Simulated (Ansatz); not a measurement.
# C2H6GaN: one species, many methods

The task here is to estimate one member of a computed series from the others.

Method: functionals in def2-TZVPP, the program's frozen cores in correlated methods; program: Ansatz 0.2.0, Gaussian basis.

The runs, in order: PBE-D4, r2SCAN-D4, PBE0-D4, B3LYP-D4, ωB97X-V, ωB97M-V, B2PLYP; CCSD(T)/def2-TZVPP; MP2/def2-QZVPP; extrapolation to the limit.

## Structure used throughout

An earlier PBE0-D4 in a triple-zeta def2 set relaxation fixed the geometry.

10 atoms, charge 0, spin multiplicity 1.

Atoms are counted from 1 here; the program's logs count them from 0.

Bond lengths: C1–C2 1.520 Å, C1–N4 1.447 Å, C1–H5 1.100 Å, C1–H6 1.098 Å, C2–H7 1.094 Å, C2–H8 1.094 Å, C2–H9 1.093 Å, Ga3–N4 1.874 Å, N4–H10 1.013 Å. Angles: C2–C1–N4 113.5°, C2–C1–H5 109.1°, C2–C1–H6 108.9°, N4–C1–H5 111.1°, N4–C1–H6 108.4°, H5–C1–H6 105.4°, C1–C2–H7 111.3°, C1–C2–H8 110.7°, C1–C2–H9 110.6°, H7–C2–H8 107.8°, H7–C2–H9 108.6°, H8–C2–H9 107.7°, C1–N4–Ga3 126.6°, C1–N4–H10 111.9°, Ga3–N4–H10 121.5°.

Geometry (Å):

```xyz
10
C2H6GaN
C    -0.4363    0.3195   -0.1765
C    -0.2577   -1.1700    0.0691
Ga    1.1858    2.4222    1.1612
N     0.7954    1.0731   -0.0793
H    -0.9148    0.4675   -1.1553
H    -1.1463    0.7192    0.5595
H    -1.2100   -1.7024   -0.0105
H     0.4296   -1.6024   -0.6639
H     0.1598   -1.3487    1.0628
H     1.4778    0.7708   -0.7642
```

Set-up of the first run:

The input, in.yaml:

```yaml
crystal:
  periodic: [false, false, false]
  atoms:
    - {symbol: C, position_ang: [-0.436293, 0.319505, -0.176459]}
    - {symbol: C, position_ang: [-0.257693, -1.170029, 0.069140]}
    - {symbol: Ga, position_ang: [1.185815, 2.422231, 1.161174]}
    - {symbol: N, position_ang: [0.795380, 1.073122, -0.079267]}
    - {symbol: H, position_ang: [-0.914820, 0.467518, -1.155339]}
    - {symbol: H, position_ang: [-1.146330, 0.719206, 0.559484]}
    - {symbol: H, position_ang: [-1.210002, -1.702413, -0.010477]}
    - {symbol: H, position_ang: [0.429622, -1.602369, -0.663902]}
    - {symbol: H, position_ang: [0.159825, -1.348661, 1.062801]}
    - {symbol: H, position_ang: [1.477795, 0.770791, -0.764154]}
basis:
  gaussian: {orbitals: def2-TZVPP}
hamiltonian: {xc: pbe, dispersion: d4}
output: {forces: true, orbitals: {seedname: orbitals}}
```

The run is started by

```
> ansatz run in.yaml --threads 4 --pin off --events-out ev --progress --plain --max-ram 10444MiB
```

Among the steps run: PBE-D4 (GGA); r2SCAN-D4 (meta-GGA); PBE0-D4 (hybrid); B3LYP-D4 (hybrid); ωB97X-V (range-separated); ωB97M-V (range-separated); B2PLYP (double hybrid); CCSD(T) in def2-TZVPP; MP2 in def2-QZVPP.

One of the session's tables, all rows but one given; the rest of the session is left out.

It belongs to the step «Atomisation energies». 

```
            method  atomisation energy (kJ/mol)
            PBE-D4                       3652.1
         r2SCAN-D4                       3570.5
           PBE0-D4                            ?
          B3LYP-D4                       3587.0
           ωB97X-V                       3582.6
           ωB97M-V                       3582.0
            B2PLYP                       3543.4
     HF/def2-TZVPP                       2564.5
    MP2/def2-TZVPP                       3524.1
   CCSD/def2-TZVPP                       3436.1
CCSD(T)/def2-TZVPP                       3488.0
           MP2/CBS                       3615.5
       CCSD(T)/CBS                       3579.4
```

**Question.** Estimate the row for PBE0-D4.

The run gave: atomisation energy (kJ/mol): 3587.4. In the column «atomisation energy (kJ/mol)» it lies between B3LYP-D4 (3587.0) and MP2/CBS (3615.5).
